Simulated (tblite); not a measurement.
# C4H4B2Cl2F2: the cost of one run

Programs: tblite 0.8.0 and PySCF 2.14.0, with density-fitted response routines of our own. Each step states its level of theory. These are calculated values for one molecule in the gas phase, unless marked as measured. Atoms are numbered from 0 throughout.

## 1. The molecule as given

14 atoms, charge 0, multiplicity 1; geometry from: force field or distance geometry start.

Bonds of the start (Å): F0–B1 1.45, B1–B2 1.68, B2–Cl3 1.85, B2–Cl4 1.83, B1–C5 1.57, C5–C6 1.39, C6–C7 1.50, C7–C8 1.43, C8–F9 1.39, C8–C5 1.49, C6–H10 1.09, C7–H11 1.12, C7–H12 1.11, C8–H13 1.12.

## 2. Optimising the geometry with GFN2-xTB

The job: settings as JSON, then the geometry in Å.

```
{"job": {"kind": "relax", "xc": "GFN2-xTB", "basis": "xTB"}, "charge": 0, "multiplicity": 1}
F      1.449500    -2.291500    -0.431300
B      1.278100    -0.988900     0.180000
B      2.627700    -0.252300     0.851300
Cl     2.514600     1.436300     1.599900
Cl     4.250100    -1.103300     0.788100
C     -0.142500    -0.332700     0.209200
C     -1.383700    -0.708500    -0.287400
C     -1.994300     0.549500     0.242200
C     -0.717600     0.929500     0.752500
F     -0.697300     0.953400     2.140700
H     -1.760100    -1.572300    -0.833100
H     -2.765900     0.333900     1.023500
H     -2.366300     1.200700    -0.575800
H     -0.293100     1.845700     0.278300
```

Run with:

```console
$ OMP_NUM_THREADS=1 python probes_run.py task.json out
```

One launch serves the whole session: the jobs run in the order shown.

**Question.** How long does this first job take on 1 thread of Arm Neoverse V2, shared host?

About 1 s.
